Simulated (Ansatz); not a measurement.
**CH₂ISi− (SMILES [CH-]=[SiH]I): one structure at several levels**

One table from this session's results is given with a row withheld; the runs are named, their logs left out.

Method: single points in def2-TZVPPD; program: Ansatz 0.2.0, Gaussian basis.

Cores are frozen in the correlated methods. Filled d shells of the heavier atoms are correlated. Core potentials replace the inner electrons past krypton, and spin-orbit coupling is left out.

## Starting geometry

5 atoms, charge -1, spin multiplicity 1.

Atoms are counted from 1 here; the program's logs count them from 0.

Bond lengths: C1–Si2 1.726 Å, C1–H4 0.919 Å, Si2–I3 2.735 Å, Si2–H5 1.309 Å. Angles: Si2–C1–H4 118.0°, C1–Si2–I3 113.4°, C1–Si2–H5 152.9°, I3–Si2–H5 92.4°.

Coordinates:

```
C    -1.31140   -0.25680   -0.47200
Si    0.30930    0.17650   -0.06580
I     1.69530   -1.83410    1.16560
H    -1.84730    0.38530   -0.85270
H     1.26230    1.04560    0.15690
```

Set-up of the first run:

Contents of run/in.yaml:

```yaml
crystal:
  periodic: [false, false, false]
  atoms:
    - {symbol: C, position_ang: [-1.311400, -0.256800, -0.472000]}
    - {symbol: Si, position_ang: [0.309300, 0.176500, -0.065800]}
    - {symbol: I, position_ang: [1.695300, -1.834100, 1.165600]}
    - {symbol: H, position_ang: [-1.847300, 0.385300, -0.852700]}
    - {symbol: H, position_ang: [1.262300, 1.045600, 0.156900]}
basis:
  gaussian: {orbitals: "def2-TZVPPD.json"}
total_charge: -1
correlation: {method: ccsd_t}
output: {forces: true}
```

The basis file named in the input lies beside it (Basis Set Exchange, JSON).

The command line of these runs was not kept.

Steps of the session up to this table: CCSD(T)/def2-TZVPPD; PBE0-D4/def2-TZVPPD; wB97M-V/def2-TZVPPD; r2SCAN-D4/def2-TZVPPD; PBE-D4/def2-TZVPPD; SPW92/def2-TZVPPD; CAM-B3LYP-D4/def2-TZVPPD.

One of the session's tables, all rows but one given; the rest of the session is left out.

| method | RMS force component (eV/Å) | angle to CCSD(T) forces (°) |
| --- | --- | --- |
| CCSD(T) | 4.191 | reference |
| PBE0-D4 | 4.316 | 2.8 |
| wB97M-V | ? | ? |
| r2SCAN-D4 | 4.260 | 2.3 |
| PBE-D4 | 4.293 | 1.2 |
| SPW92 | 4.428 | 2.9 |
| CAM-B3LYP-D4 | 4.255 | 4.3 |

Estimate the missing values for wB97M-V.

As computed: RMS force component (eV/Å): 4.265; angle to CCSD(T) forces (°): 3.8. In the column «RMS force component (eV/Å)» it lies between r2SCAN-D4 (4.260) and PBE-D4 (4.293).
